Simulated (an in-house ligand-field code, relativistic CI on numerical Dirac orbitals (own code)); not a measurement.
**d6 to d9 in a ligand field: terms by electron count**

Aim: the terms of a d6 to d9 shell from Racah B and C and the field, by exact diagonalisation.

The numbers are computed with an in-house ligand-field code version 1 (parametric ligand-field model of a d^n configuration (Racah B and C, spin-orbit zeta, crystal field), exact diagonalisation), except any that are marked as measured or tabulated.

### Step 1. Starting point

```
shell        : d6 to d9
set 1 (cm⁻¹) : d6: B = 330, C = 1500, Oh, 10Dq = 38300
set 2 (cm⁻¹) : d7: B = 330, C = 1500, Oh, 10Dq = 38300
set 3 (cm⁻¹) : d8: B = 330, C = 1500, Oh, 10Dq = 38300
set 4 (cm⁻¹) : d9: B = 330, C = 1500, Oh, 10Dq = 38300
```

### Step 2. Set 1

The run's settings:

```ini
n = 6
racah_B = 330  # cm-1
racah_C = 1500  # cm-1
zeta = 0  # cm-1
symmetry = Oh
field = {"10Dq": 38300}  # cm-1
```

Launch:

```bash
python run_levels.py task.json out
```

One command runs all members of the session, one after another, from task.json.

### Step 3. Set 2

Changes to the settings of step 2:

```diff
@@ -1,2 +1,2 @@
-n = 6
+n = 7
 racah_B = 330  # cm-1
```

### Step 4. Set 3

Changes to the settings of step 3:

```diff
@@ -1,2 +1,2 @@
-n = 7
+n = 8
 racah_B = 330  # cm-1
```

### Step 5. Set 4

Changes to the settings of step 4:

```diff
@@ -1,2 +1,2 @@
-n = 8
+n = 9
 racah_B = 330  # cm-1
```

(Steps that only read results are left out.)

What does the calculation give? Wanted: lowest terms; sets at their largest spin, of those that allow S over 1.

The runs gave:

| set | 10Dq/B (size) | lowest | S | electrons in z² and x²-y² | first level of the same spin (cm⁻¹) |
| --- | --- | --- | --- | --- | --- |
| 1: Oh, d6 | 116.1 | 1A1 | 0.00 | 0.01 | 1T1 37027 |
| 2: Oh, d7 | 116.1 | 2E | 0.50 | 1.00 | 2T1 36965 |
| 3: Oh, d8 | 116.1 | 3A2 | 1.00 | 2.00 | 3T2 38300 |
| 4: Oh, d9 | 116.1 | 2E | 0.50 | 3.00 | 2T2 38300 |

| quantity | value |
| --- | --- |
| lowest terms | 1: 1A1, 2: 2E, 3: 3A2, 4: 2E |
| sets at their largest spin, of those that allow S over 1 | none |

2 of 4 sets have the highest spin that their shell allows. B, C and the field are free parameters here, not those of a compound.
